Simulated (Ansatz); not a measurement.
Working through a search for lower mean-field states of BrClHSn, SMILES [Cl][SnH][Br]

With the Ansatz DFT code, driven from Python.

Run as a notebook:

**Cell 1**
```python
import ansatz as az
import numpy as np
```

**Cell 2**
```python
SETTINGS = {
    'basis': 'def2-SVP',
    'functional': 'hf',
}
```

**Cell 3**
```python
geometry_ang = [
    ('Cl', (-2.1345, 0.1333, -0.1146)),
    ('Sn', (0.1224, 0.0215, -0.5641)),
    ('Br', (1.1012, -1.7814, 0.8597)),
    ('H', (0.9665, 1.5663, -0.2013)),
]
geometry = az.Crystal.molecule()
for symbol, xyz in geometry_ang:
    geometry = geometry.atom(symbol, xyz)
symbols = [site.symbol for site in geometry.cartesian_sites]
```

**Cell 4**
```python
start = np.array([site.position_ang for site in geometry.cartesian_sites])
for factor in [1.0, 1.5]:
    xyz = (start - start.mean(axis=0)) * factor
    scaled = az.Crystal.molecule()
    for symbol, place in zip(symbols, xyz):
        scaled = scaled.atom(symbol, place.tolist())
    base = (
        scaled.calculation()
        .basis(gaussian=SETTINGS['basis'])
        .functional(SETTINGS['functional'])
        .spin('collinear', total=1)
    )
    for search in ('off', 'standard'):
        try:
            data = base.scf(lower_state_search=search).run().report
        except az.AnsatzError as error:
            print(f'x{factor} search {search}: {type(error).__name__}')
            continue
        state = data['mean_field']['state']
        print(f'all distances x{factor}, search {search:8s} E = {data["free_energy_ev"]:.5f} eV  <S^2> = {abs(state["spin_squared"]):.3f}  other states met: {len(data["mean_field"]["others"])}')
```
Output:
```text
all distances x1.0, search off      E = -88313.28321 eV  <S^2> = 0.763  other states met: 0
all distances x1.0, search standard E = -88313.28321 eV  <S^2> = 0.763  other states met: 0
all distances x1.5, search off      E = -88308.27633 eV  <S^2> = 2.024  other states met: 0
all distances x1.5, search standard E = -88308.27633 eV  <S^2> = 2.024  other states met: 7
```

What to keep in mind:
- These settings explore the input space; basis and method may be short of convergence.
- The count of other states can hold repeated and symmetry-equivalent ends of the search; scaling all distances is a test, and for more than two atoms no physical path.
- The geometry comes from a force field and isn't relaxed at this level.
- def2 sets replace the cores of elements past krypton by effective core potentials.
- The species is open-shell (spin multiplicity 2).
- The expectation value of S² is noticeably off S(S+1) in at least one run, so that state is spin-contaminated.
- Timing: 64 s on 1 thread of Arm Neoverse V1, with other jobs on the host, peak memory 0.36 GiB.

(Lines on the test bed's own set-up are left out of the output.)
